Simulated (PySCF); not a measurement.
# C6H4Cl2: the cost of one run

Computed with PySCF 2.14.0 and routines of our own; the level stands in each step. Atoms count from 0.

## (1) The system as given

12 atoms, charge 0, multiplicity 1; geometry from: GFN2-xTB.

## (2) Magnetic properties: GIAO wB97X-D/pcSseg-1

Job settings and geometry (Å):

```
{"job": {"kind": "mag", "xc": "wB97X-D", "basis": "pcSseg-1", "isotopologues": 2}, "charge": 0, "multiplicity": 1}
C     -0.609937     1.890440    -0.031980
C      0.059790     0.753103     0.000004
C     -0.273529    -0.704582    -0.012244
C     -1.370850    -1.437270    -0.060336
C      1.177674    -0.967320     0.051264
Cl     2.081461    -2.395467     0.093851
C      1.480757     0.358566     0.062163
Cl     2.914234     1.252783     0.122703
H     -1.684232     1.903749    -0.079642
H     -0.103423     2.839810    -0.012538
H     -2.344253    -0.981894    -0.102813
H     -1.326494    -2.512603    -0.056460
```

With the program's defaults for keys left out, this is: GIAO wB97X-D/pcSseg-1 magnetisability, rotational g tensor and spin-rotation constants, non-relativistic, gas phase.

Started as:

```console
> OMP_NUM_THREADS=1 python excited_run.py task.json out
```

This one command runs all jobs of the session in turn.

Q: Estimate the wall time and peak memory of this first job on 1 thread of Arm Neoverse V2, shared host.

About 36 s, with a peak of 0.77 GiB.
